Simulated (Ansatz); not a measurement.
# AlB2ClH2: the cost of one run

The runs use Ansatz 0.2.0, Gaussian basis; single points with forces in def2-TZVPP.

Levels: PBE-D4, r2SCAN-D4, PBE0-D4, wB97M-V, Hartree-Fock, MP2, CCSD, CCSD(T). Each coordinate is moved by a Gaussian draw of the width named (0.7 of it for atoms other than hydrogen): 0.02, 0.04, 0.12, 0.04 Å.

Correlated methods freeze the cores.

30 further runs of the same task are left out: 30 set aside as unsound or not needed.

**1. Starting geometry**

6 atoms, charge 0, spin multiplicity 1.

Atoms are counted from 1 here; the program's logs count them from 0.

Bond lengths: Cl1–Al2 2.051 Å, Al2–B3 2.067 Å, Al2–B4 2.065 Å, B3–B4 1.488 Å, B3–H5 1.168 Å, B4–H6 1.169 Å. Angles: Cl1–Al2–B3 158.6°, Cl1–Al2–B4 159.2°, B3–Al2–B4 42.2°, Al2–B3–B4 68.8°, Al2–B3–H5 115.9°, B4–B3–H5 175.2°, Al2–B4–B3 69.0°, Al2–B4–H6 116.6°, B3–B4–H6 174.5°.

Coordinates:

```xyz
6

Cl   -1.2615   -2.7531    0.0840
Al   -0.4120   -0.8868    0.0293
B     0.9714    0.5855   -0.4089
B    -0.1787    1.1393    0.3553
H     1.9123    0.2399   -1.0080
H    -1.0315    1.6752    0.9484
```

**2. Relaxation at PBE0-D4**

Input file relax/in.yaml:

```yaml
crystal:
  periodic: [false, false, false]
  atoms:
    - {symbol: Cl, position_ang: [-1.261490, -2.753090, 0.083990]}
    - {symbol: Al, position_ang: [-0.411970, -0.886830, 0.029300]}
    - {symbol: B, position_ang: [0.971360, 0.585530, -0.408920]}
    - {symbol: B, position_ang: [-0.178690, 1.139330, 0.355290]}
    - {symbol: H, position_ang: [1.912280, 0.239880, -1.008010]}
    - {symbol: H, position_ang: [-1.031500, 1.675180, 0.948360]}
basis:
  gaussian: {orbitals: def2-TZVP}
hamiltonian: {xc: pbe0, dispersion: d4}
relax: {f_tol: 0.005, max_steps: 200}
```

Run with:

```bash
> ansatz run in.yaml --threads 2 --pin off --events-out ev --progress --plain --max-ram 4352MiB
```

What time and memory should one allow on 2 threads of Arm Neoverse N1, shared host?

About 33 s, with a peak of 0.29 GiB.
